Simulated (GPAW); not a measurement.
The system is HPbNO4.

```
H Pb N O
1.0
     3.85404    0.14384    0.09012
    -0.25320    5.52698    0.16471
    -0.48197   -1.92720    5.72025
H Pb N O
1 1 1 4
Direct
  0.10913 0.65718 0.54463
  0.61029 0.52127 0.15100
  0.91580 0.96263 0.95867
  0.01384 0.13639 0.88084
  0.72398 0.01057 0.12858
  0.00389 0.73732 0.87043
  0.11927 0.59324 0.37651
```

The cell was built by a generator and needn't be a form met in nature.

Base run:

```yaml
Program: GPAW 26.7.0
Functional: PBE
Dispersion: D3
Potentials_or_basis: GPAW PAW data sets (gpaw-data 1.2.1)
Cutoff: 800 eV
Basis: pw
k_mesh: 4 × 3 × 3
Occupations: fermi-dirac, width 0.05 eV
Spin: no spin polarisation
```

Its results: band gap on the k mesh 3.22 eV, indirect (least direct gap 3.31 eV); pressure -0.7 GPa; largest force 0.118 eV/Å.

**Question.** The run is repeated on the same cell with these changes: dispersion from D3 to none; k mesh from 4 × 3 × 3 to 5 × 4 × 4. What comes out?

**Answer.** Band gap on the k mesh 3.13 eV, indirect (least direct gap 3.21 eV); pressure -0.3 GPa; largest force 0.134 eV/Å.

Several settings changed at once, so the effect can't be laid on one alone.

Caveats: spin-orbit coupling is left out, which as a rule narrows the gap of such compounds by several tenths of an eV; an odd mesh through Γ misses points on the zone boundary, where band edges often lie.
